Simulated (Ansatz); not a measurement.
**GaH₄+ (triplet): the correlation ladder at scale of all distances = 1.289, cc-pVDZ**

How much of the correlation energy of GaH₄+ (triplet) does each wave-function method recover here?

Method: cc-pVDZ, core rule «outside noble gas», up to 14 orbitals frozen; program: Ansatz 0.2.0, Gaussian basis.

The runs, in order: UHF; CCSD(T) on ROHF; CCSD(T) on UHF; BCCD(T) on ROHF; CISD; CCSDT(Q) on ROHF; CCSDT(Q) on UHF; CASSCF and MRCISD+Q, 4 electrons in 4 orbitals; CASSCF and NEVPT2, 4 electrons in 4 orbitals; CASSCF and MRCISD+Q, 6 electrons in 8 orbitals; CASSCF and NEVPT2, 6 electrons in 8 orbitals; Full CI.

20 further runs of the same task are left out: 3 for a known fault of the program, 16 that didn't finish, 1 set aside as unsound or not needed.

### Step 1. The geometry

The geometry derives from a PBE0/def2-TZVP stationary point (not a proven minimum). All distances are scaled together. No spin-orbit coupling is included. The filled d shell of Ga may be among the frozen orbitals whatever the setting's name suggests; the logs give the count.

5 atoms, charge 1, spin multiplicity 3.

Atoms are counted from 1 here; the program's logs count them from 0.

No contacts short enough for the rule that draws bonds.

As a file:

```xyz
5
charge 1, multiplicity 3
Ga    0.0000    0.0000    0.0000
H     0.8411    0.8560    1.7451
H    -0.8540   -0.8431    1.7452
H    -0.8431    0.8411   -1.7514
H     0.8560   -0.8540   -1.7389
```

### Step 2. UHF

in.yaml reads:

```yaml
crystal:
  periodic: [false, false, false]
  atoms:
    - {symbol: Ga, position_ang: [0.000000, 0.000000, 0.000000]}
    - {symbol: H, position_ang: [0.841078, 0.856031, 1.745137]}
    - {symbol: H, position_ang: [-0.853982, -0.843127, 1.745152]}
    - {symbol: H, position_ang: [-0.843116, 0.841066, -1.751419]}
    - {symbol: H, position_ang: [0.856020, -0.853970, -1.738871]}
basis:
  gaussian: {orbitals: cc-pVDZ}
total_charge: 1
magnetization: {spin_polarized: true, initial_magnetization: 2}
hamiltonian: {xc: hf}
output: {orbitals: {seedname: orbitals}}
```

On the command line:

```bash
> ansatz run in.yaml --threads 1 --pin off --events-out ev --progress --plain --max-ram 2393MiB
```

After this run come: CCSD(T) on ROHF; CCSD(T) on UHF; BCCD(T) on ROHF; CISD; CCSDT(Q) on ROHF; CCSDT(Q) on UHF; CASSCF and MRCISD+Q, 4 electrons in 4 orbitals; CASSCF and NEVPT2, 4 electrons in 4 orbitals; CASSCF and MRCISD+Q, 6 electrons in 8 orbitals; CASSCF and NEVPT2, 6 electrons in 8 orbitals; Full CI.

Before running them: what should the planned runs give, taken together? Wanted: FCI below the RHF energy; RMP2 from FCI; UMP2 from FCI; RCCSD from FCI; RCCSD(T) from FCI; UCCSD(T) from FCI; RCCSDT(Q) from FCI; UCCSDT(Q) from FCI; NEVPT2 pair from FCI.

The runs gave:

| quantity | value |
| --- | --- |
| FCI below the RHF energy | -3.4945 eV |
| RMP2 from FCI | +29.34 kcal/mol |
| UMP2 from FCI | +32.12 kcal/mol |
| RCCSD from FCI | +4.88 kcal/mol |
| RCCSD(T) from FCI | +1.70 kcal/mol |
| UCCSD(T) from FCI | +1.29 kcal/mol |
| RCCSDT(Q) from FCI | -0.01 kcal/mol |
| UCCSDT(Q) from FCI | -0.05 kcal/mol |
| NEVPT2 pair from FCI | +14.20 kcal/mol |
| MRCISD+Q pair from FCI | +0.40 kcal/mol |
| NEVPT2 valence from FCI | +5.01 kcal/mol |
| levels within 1 kcal/mol (43 meV) | RCCSDT, UCCSDT, RCCSDT(Q), UCCSDT(Q), MRCISD+Q pair, MRCISD valence, MRCISD+Q valence |
| T1 diagnostic | 0.044 |
| effectively unpaired electrons | 2.34 |

In words: RCCSD(T) misses by +1.70 kcal/mol, 2.1 % of the correlation energy. UCCSDT(Q) falls below full CI: unrestricted runs freeze a spin-polarised core, another one than full CI's, and coupled cluster isn't variational. The occupations show some static correlation. Of the multireference levels listed MRCISD+Q valence comes nearest in total energy (+0.38 kcal/mol), which doesn't show that its space is the better one. Coupled cluster took another determinant than the lowest Hartree-Fock one. These misses are within one basis, not against nature; the frozen cores of restricted and unrestricted runs differ, which can shift their rows.
